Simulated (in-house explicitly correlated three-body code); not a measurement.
# Two electrons around a charge of +12 under Yukawa screening of 0.6 per bohr: exact states

Aim: the lowest states of two electrons around a charge of +12 under Yukawa screening of 0.6 per bohr to near-exact accuracy, with their sizes and correlation.

Method: two electrons, non-relativistic, variational in exponentially correlated functions. Code: in-house explicitly correlated three-body code version 1.

## Step 1: The atom as given

- charge of the centre: +12
- mass of the centre: infinite
- interactions: Yukawa, exp(−0.6 r)/r, between all pairs
- basis: 260 functions exp(−a r1 − b r2 − g r12) a state, exponent ranges optimised
- units: hartree and bohr; relativity and QED are left out

## Step 2: The run

Settings:

```ini
Z = 12.0
screening = 0.6
interaction_strength = 1.0
functions = 260
states_tried = 13
```

Started as:

```
$ python run_hyl.py task.json out
```

Main fields of the result record, rounded:

```text
status: converged
states [hartree, bohr]:
  - {"name": "1 1S", "E": -123.3637685544, "change": 8.6e-08, "T": 136.16561119, "inv_r": 11.08888348, "inv_r12": 6.603823847, "r": 0.129360008, "r2": 0.0224179369, "r12": 0.190178392, "r12_2": 0.0452970097, "cos": -0.01104187, "p1p2": 1.4725357, "d1": 518.2468, "d12": 57.989}
  - {"name": "2 3S", "E": -75.1844047545, "change": 2.2e-09, "T": 86.696286305, "inv_r": 6.811905093, "inv_r12": 1.60503118, "r": 0.331428896, "r2": 0.179297609, "r12": 0.558177427, "r12_2": 0.359155666, "cos": -0.003585349, "p1p2": 0.10464359, "d1": 302.1131, "d12": 0.0}
  - {"name": "2 1S", "E": -74.74689850809, "change": 1.3e-07, "T": 86.215961211, "inv_r": 6.789205307, "inv_r12": 1.97806764, "r": 0.338941633, "r2": 0.18906471, "r12": 0.566949512, "r12_2": 0.379084282, "cos": -0.005643961, "p1p2": 0.12354922, "d1": 300.7555, "d12": 9.867}
  - {"name": "2 3P", "E": -74.63049448321, "change": 3.5e-08, "T": 86.369669527, "inv_r": 6.79089891, "inv_r12": 1.981409823, "r": 0.292597332, "r2": 0.13809254, "r12": 0.488983767, "r12_2": 0.283705445, "cos": -0.07033139, "p1p2": -9.0504948, "d1": 272.4296, "d12": 0.0}
  - {"name": "2 1P", "E": -74.32253237149, "change": 3.4e-08, "T": 86.022111259, "inv_r": 6.773273959, "inv_r12": 2.213931374, "r": 0.298543614, "r2": 0.144649314, "r12": 0.482114271, "r12_2": 0.283691392, "cos": 0.05416588, "p1p2": 8.7589389, "d1": 274.4454, "d12": 2.7618}
  - {"name": "3 3S", "E": -67.28386137513, "change": 1.9e-09, "T": 77.070380868, "inv_r": 6.037015168, "inv_r12": 0.5341217945, "r": 0.729257426, "r2": 1.02288097, "r12": 1.34107753, "r12_2": 2.04604985, "cos": -0.0009722688, "p1p2": 0.024959399, "d1": 280.6719, "d12": 0.0}
  - {"name": "3 1S", "E": -67.18910477236, "change": 7.6e-08, "T": 76.929751034, "inv_r": 6.030467212, "inv_r12": 0.6123572712, "r": 0.743303706, "r2": 1.06641226, "r12": 1.36792052, "r12_2": 2.13318541, "cos": -0.001452691, "p1p2": 0.031230075, "d1": 280.3975, "d12": 2.3225}
  - {"name": "3 3P", "E": -67.08264241559, "change": 4.5e-09, "T": 76.98454504, "inv_r": 6.028202473, "inv_r12": 0.6096719024, "r": 0.699556972, "r2": 0.948596085, "r12": 1.2831858, "r12_2": 1.89851826, "cos": -0.01370331, "p1p2": -1.7216007, "d1": 273.7201, "d12": 0.0}
  - {"name": "3 1P", "E": -67.01451193312, "change": 1.4e-08, "T": 76.878219704, "inv_r": 6.023045582, "inv_r12": 0.660362334, "r": 0.710561361, "r2": 0.981213606, "r12": 1.30180515, "r12_2": 1.96176661, "cos": 0.01052213, "p1p2": 1.7481429, "d1": 274.0927, "d12": 0.70203}
  - {"name": "4 3S", "E": -65.35096663813, "change": 9.5e-09, "T": 73.352742374, "inv_r": 5.785091416, "inv_r12": 0.138484971, "r": 1.58698678, "r2": 5.272606, "r12": 3.05192226, "r12_2": 10.5453099, "cos": -0.0002257783, "p1p2": 0.0056150115, "d1": 275.54, "d12": 0.0}
  - {"name": "4 1S", "E": -65.33019273816, "change": 1.7e-08, "T": 73.288024917, "inv_r": 5.782130595, "inv_r12": 0.1529166242, "r": 1.62447324, "r2": 5.53722658, "r12": 3.12658384, "r12_2": 11.0745642, "cos": -0.0003289597, "p1p2": 0.0070304337, "d1": 275.4601, "d12": 0.51493}
  - {"name": "4 3P", "E": -65.26790121988, "change": 3.3e-08, "T": 73.243984204, "inv_r": 5.777347256, "inv_r12": 0.1444487171, "r": 1.62426828, "r2": 5.59168772, "r12": 3.12666627, "r12_2": 11.1836645, "cos": -0.002750836, "p1p2": -0.34343246, "d1": 273.9775, "d12": 0.0}
  - {"name": "4 1P", "E": -65.25394975045, "change": 1.4e-07, "T": 73.192946402, "inv_r": 5.774966485, "inv_r12": 0.1522994926, "r": 1.65698976, "r2": 5.8311218, "r12": 3.19140688, "r12_2": 11.662157, "cos": 0.002074291, "p1p2": 0.34710695, "d1": 274.053, "d12": 0.14724}
threshold [hartree]: -65.0615657075
transitions:
  - ["1 1S", "2 1P", 49.041236, 0.02168034]
  - ["1 1S", "3 1P", 56.349257, 0.003195453]
  - ["1 1S", "4 1P", 58.109819, 0.0005937668]
  - ["2 1S", "2 1P", 0.42436614, 0.2388]
  - ["2 1S", "3 1P", 7.7323866, 0.061752]
  - ["2 1S", "4 1P", 9.4929488, 0.007290835]
  - ["3 1S", "2 1P", -7.1334276, 0.01013541]
  - ["3 1S", "3 1P", 0.17459284, 1.728621]
  - ["3 1S", "4 1P", 1.935155, 0.1538271]
  - ["4 1S", "2 1P", -8.9923396, 0.001117775]
  - ["4 1S", "3 1P", -1.6843192, 0.08259649]
  - ["4 1S", "4 1P", 0.076242988, 9.903087]
  - ["2 3S", "2 3P", 0.55391027, 0.2276966]
  - ["2 3S", "3 3P", 8.1017623, 0.05641424]
  - ["2 3S", "4 3P", 9.9165035, 0.006844055]
  - ["3 3S", "2 3P", -7.3466331, 0.01015412]
  - ["3 3S", "3 3P", 0.20121896, 1.667345]
  - ["3 3S", "4 3P", 2.0159602, 0.1424303]
  - ["4 3S", "2 3P", -9.2795278, 0.001117341]
  - ["4 3S", "3 3P", -1.7316758, 0.08492998]
  - ["4 3S", "4 3P", 0.083065418, 9.464808]
polarisability [au]: {"1 1S": {"alpha": 0.0004971371, "c6": 1.05829e-05, "f_sum": 2.0}, "2 1S": {"alpha": 0.3834509, "c6": 0.049073, "f_sum": 2.000961}, "2 3S": {"alpha": 0.2814154, "c6": 0.0347813, "f_sum": 2.001009}}
```

«change» is the move of the energy from 170 to 260 functions; states that moved too far are left out. d1 and d12 are the expectation values of δ(r1) and δ(r12).

Run time: 50 s. Hardware: 1 thread of Intel Xeon Platinum 8488C (Sapphire Rapids), shared host.

## Step 3: Levels

Binding counts from the one-electron threshold at -65.061566 hartree:

```tsv
state	binding (eV)	excitation (eV)	⟨r⟩	⟨r12⟩ (bohr)	⟨cos θ12⟩
1 ¹S	1586.48	0	0.1294	0.1902	-0.0110
2 ³S	275.456	1311.03	0.3314	0.5582	-0.0036
2 ¹S	263.551	1322.93	0.3389	0.5669	-0.0056
2 ³P	260.384	1326.10	0.2926	0.4890	-0.0703
2 ¹P	252.004	1334.48	0.2985	0.4821	0.0542
3 ³S	60.4717	1526.01	0.7293	1.341	-0.0010
3 ¹S	57.8933	1528.59	0.7433	1.368	-0.0015
3 ³P	54.9963	1531.49	0.6996	1.283	-0.0137
3 ¹P	53.1424	1533.34	0.7106	1.302	0.0105
4 ³S	7.87500	1578.61	1.587	3.052	-0.0002
4 ¹S	7.30971	1579.17	1.624	3.127	-0.0003
4 ³P	5.61468	1580.87	1.624	3.127	-0.0028
4 ¹P	5.23504	1581.25	1.657	3.191	0.0021
```

## Step 4: Electric-dipole lines

Oscillator strengths from the S state (negative where P lies lower) and rates of the upper state's decay:

```tsv
S	P	E(P) − E(S) (eV)	f	rate (1/s)
1 ¹S	2 ¹P	1334.5	0.7088	1.826e+13
1 ¹S	3 ¹P	1533.3	0.1200	4.082e+12
1 ¹S	4 ¹P	1581.2	0.02300	8.319e+11
2 ¹S	2 ¹P	11.548	0.06756	1.303e+08
2 ¹S	3 ¹P	210.41	0.3183	2.038e+11
2 ¹S	4 ¹P	258.32	0.04614	4.453e+10
3 ¹S	2 ¹P	-194.11	-0.04820	7.881e+10
3 ¹S	3 ¹P	4.7509	0.2012	6.569e+07
3 ¹S	4 ¹P	52.658	0.1985	7.959e+09
4 ¹S	2 ¹P	-244.69	-0.006701	1.741e+10
4 ¹S	3 ¹P	-45.833	-0.09275	8.454e+09
4 ¹S	4 ¹P	2.0747	0.5034	3.134e+07
2 ³S	2 ³P	15.073	0.08408	2.763e+08
2 ³S	3 ³P	220.46	0.3047	2.142e+11
2 ³S	4 ³P	269.84	0.04525	4.765e+10
3 ³S	2 ³P	-199.91	-0.04973	8.624e+10
3 ³S	3 ³P	5.4754	0.2237	9.699e+07
3 ³S	4 ³P	54.857	0.1914	8.332e+09
4 ³S	2 ³P	-252.51	-0.006912	1.912e+10
4 ³S	3 ³P	-47.121	-0.09805	9.447e+09
4 ³S	4 ³P	2.2603	0.5241	3.873e+07
```

## Step 5: What came out

| quantity | value |
| --- | --- |
| ground-state energy | -123.36376855 hartree |
| binding of the second electron | 1586.5 eV |
| ⟨r12⟩, ⟨cos θ12⟩ | 0.1902 bohr, -0.0110 |
| resonance line 1 ¹S–2 ¹P | 1334.5 eV, f = 0.7088 |
| polarisability of the ground state | 4.9714e-04 bohr³ |

In words: The second electron is bound by 1586 eV, and the mean cosine of -0.011 shows the electrons leaning only slightly to opposite sides. Exchange puts 2 ³S 11.9 eV under 2 ¹S.
